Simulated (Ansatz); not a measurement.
**CH₃BGeO₂: geometry optimisation**

The task: find the minimum of CH₃BGeO₂ nearest to the start.

Program: Ansatz 0.2.0. Level of theory: RKS PBE0-D4/def2-SVP. These are calculated values, not measurements.

1 further run of the same task is left out (set aside as unsound or not needed).

### 1 The system as given

SMILES `O=C[B]1[O][GeH2]1`, 8 atoms, charge 0, spin multiplicity 1.

Atoms are counted from 1 here; the program's logs count them from 0.

Bond lengths: O1–C2 1.218 Å, C2–B3 1.607 Å, C2–H6 1.138 Å, B3–O4 1.295 Å, B3–Ge5 2.042 Å, O4–Ge5 2.123 Å, Ge5–H7 1.558 Å, Ge5–H8 1.558 Å. Angles: O1–C2–B3 123.4°, O1–C2–H6 120.7°, B3–C2–H6 115.9°, C2–B3–O4 138.5°, C2–B3–Ge5 146.1°, O4–B3–Ge5 75.3°, B3–O4–Ge5 68.5°, B3–Ge5–O4 36.2°, B3–Ge5–H7 118.5°, B3–Ge5–H8 118.6°, O4–Ge5–H7 100.2°, O4–Ge5–H8 100.2°, H7–Ge5–H8 107.0°.

Geometry (Å):

```xyz
8
charge 0, multiplicity 1
O    -1.7773    1.8679    0.3571
C    -0.7841    1.4229    0.9037
B     0.0587    0.1788    0.3328
O     1.0163   -0.6035    0.7190
Ge    0.3259   -1.1174   -1.2219
H    -0.4012    1.8793    1.8727
H     1.6661   -1.0621   -2.0151
H    -0.0123   -2.6230   -1.0040
```

### 2 Relaxation

input.yaml

```yaml
crystal:
  periodic: [false, false, false]
  atoms:
    - { symbol: O, position_ang: [-1.777282, 1.867922, 0.357056] }
    - { symbol: C, position_ang: [-0.784111, 1.422859, 0.903698] }
    - { symbol: B, position_ang: [0.05868, 0.178773, 0.3328] }
    - { symbol: O, position_ang: [1.016281, -0.603463, 0.718988] }
    - { symbol: Ge, position_ang: [0.3259, -1.117414, -1.221869] }
    - { symbol: H, position_ang: [-0.401167, 1.87932, 1.872716] }
    - { symbol: H, position_ang: [1.666134, -1.062072, -2.015147] }
    - { symbol: H, position_ang: [-0.012336, -2.623025, -1.004042] }
basis:
  gaussian: { orbitals: def2-SVP }
hamiltonian:
  xc: pbe0
  dispersion: d4
output:
  forces: true
relax:
  f_tol: 0.003
  max_steps: 120
```

Command:

```
ansatz run input.yaml --threads 1 --pin off --max-ram 2560MiB --backend cpu --events-out ev --progress --plain --runs-dir out
```

The log of the run, cut to the lines that bear on the results:

```text
Warning: RAYON_NUM_THREADS=1 ignored (pool sized by the plan → 1); use --threads N
[...]
Functional definition: PBE0
[...]
1111 factors; integrals over basis functions are off by at most 4.2e-4 eV
[...]
mean field -62348.58903914 eV, -2291.2683857968 hartree, gradient 5.9e-5 eV, S^2 0.000000; 0 other end points of the search recorded, 0 dependent functions left out
[...]
reference -62348.58906358 eV, -2291.2683866951 hartree; 31, 31 occupied and 72, 72 virtual orbitals, 1111 factors
relax step   1: F+E_penalty+E_count = -62348.72085129 eV  Δ(F+E_penalty+E_count) = +0.000e0 eV  max|allowed force component| = 9.675e-1 eV/Å  Δτ_max = 0.0000 Å  (28 SCF iters, accepted)
[...]
relax step   3: F+E_penalty+E_count = -62348.74961363 eV  Δ(F+E_penalty+E_count) = +1.501e-3 eV  max|allowed force component| = 4.390e-1 eV/Å  Δτ_max = 0.0334 Å  (34 SCF iters, rejected (line search))
[...]
relax step   5: F+E_penalty+E_count = -62348.76272068 eV  Δ(F+E_penalty+E_count) = -3.849e-3 eV  max|allowed force component| = 1.289e-1 eV/Å  Δτ_max = 0.0344 Å  (33 SCF iters, accepted)
[...]
relax step   7: F+E_penalty+E_count = -62348.76366349 eV  Δ(F+E_penalty+E_count) = -8.956e-4 eV  max|allowed force component| = 1.046e-2 eV/Å  Δτ_max = 0.0105 Å  (35 SCF iters, accepted)
[...]
relax step   9: F+E_penalty+E_count = -62348.76367656 eV  Δ(F+E_penalty+E_count) = -6.780e-8 eV  max|allowed force component| = 9.094e-3 eV/Å  Δτ_max = 0.0033 Å  (28 SCF iters, accepted)
[...]
relax step  10: F+E_penalty+E_count = -62348.76367732 eV  Δ(F+E_penalty+E_count) = -7.596e-7 eV  max|allowed force component| = 1.061e-2 eV/Å  Δτ_max = 0.0021 Å  (28 SCF iters, accepted)
[...]
relax step  11: F+E_penalty+E_count = -62348.76368697 eV  Δ(F+E_penalty+E_count) = -9.650e-6 eV  max|allowed force component| = 1.837e-3 eV/Å  Δτ_max = 0.0010 Å  (23 SCF iters, accepted)
1111 factors; integrals over basis functions are off by at most 4.1e-4 eV
[...]
mean field -62348.63242330 eV, -2291.2699801353 hartree, gradient 7.8e-5 eV, S^2 0.000000; 1 other end points of the search recorded, 0 dependent functions left out
[...]
reference -62348.63244768 eV, -2291.2699810313 hartree; 31, 31 occupied and 72, 72 virtual orbitals, 1111 factors
Total energy: -62348.76371136 eV, -2291.2748048824 hartree
Atom 0 at    -1.762383     1.891702     0.377593 Å, force    -0.000511     0.001061    -0.000212 eV/Å
Atom 1 at    -0.783573     1.422307     0.901947 Å, force     0.000672    -0.001779     0.000071 eV/Å
Atom 2 at     0.025057     0.181364     0.295578 Å, force     0.000475     0.001837    -0.000350 eV/Å
Atom 3 at     0.987956    -0.589563     0.681533 Å, force    -0.000034    -0.000739    -0.000338 eV/Å
Atom 4 at     0.369852    -1.140188    -1.174134 Å, force    -0.000924    -0.000032     0.000738 eV/Å
Atom 5 at    -0.394535     1.847525     1.868123 Å, force    -0.000542     0.000182     0.000413 eV/Å
Atom 6 at     1.657330    -1.048744    -2.013015 Å, force     0.000137    -0.000402    -0.000285 eV/Å
Atom 7 at    -0.007606    -2.621502    -0.993427 Å, force     0.000726    -0.000129    -0.000037 eV/Å
Dipole moment:     0.164343    -0.200635    -0.159425 e Å
```

Wall time 69 s (1 thread of Arm Neoverse V1, shared host); peak memory 0.23 GiB.

The steps of the relaxation: (the energy doesn't fall at every step)

| step | energy from step 1 (eV) | largest force component (eV/Å) |
| --- | --- | --- |
| 1 | 0.0000 | 0.9675 |
| 2 | -0.0303 | 0.3028 |
| 3 | -0.0288 | 0.4390 |
| 4 | -0.0380 | 0.1785 |
| 5 | -0.0419 | 0.1289 |
| 6 | -0.0419 | 0.1457 |
| 7 | -0.0428 | 0.0105 |
| 8 | -0.0428 | 0.0074 |
| 9 | -0.0428 | 0.0091 |
| 10 | -0.0428 | 0.0106 |
| 11 | -0.0428 | 0.0018 |

Distances of close pairs at the start and the end, largest changes first:

| bond | before (Å) | after (Å) | change (Å) |
| --- | --- | --- | --- |
| O4–Ge5 | 2.123 | 2.032 | -0.091 |
| B3–Ge5 | 2.042 | 2.006 | -0.035 |
| Ge5–H8 | 1.558 | 1.539 | -0.019 |
| Ge5–H7 | 1.558 | 1.539 | -0.019 |
| C2–H6 | 1.138 | 1.125 | -0.013 |
| O1–C2 | 1.218 | 1.206 | -0.012 |
| C2–B3 | 1.607 | 1.600 | -0.007 |
| B3–O4 | 1.295 | 1.292 | -0.003 |

### 3 What came out

| quantity | value |
| --- | --- |
| energy gained | 0.0428 eV |
| root mean square move | 0.039 Å |
| dipole moment | 1.46 D |

**Reading.** Bond lengths: O1–C2 1.206 Å, C2–B3 1.600 Å, C2–H6 1.125 Å, B3–O4 1.292 Å, B3–Ge5 2.006 Å, O4–Ge5 2.032 Å, Ge5–H7 1.539 Å, Ge5–H8 1.539 Å. Angles: O1–C2–B3 123.2°, O1–C2–H6 120.5°, B3–C2–H6 116.3°, C2–B3–O4 136.5°, C2–B3–Ge5 151.1°, O4–B3–Ge5 72.4°, B3–O4–Ge5 70.3°, B3–Ge5–O4 37.3°, B3–Ge5–H7 120.3°, B3–Ge5–H8 120.4°, O4–Ge5–H7 103.1°, O4–Ge5–H8 103.2°, H7–Ge5–H8 109.0°. No frequencies were computed here.
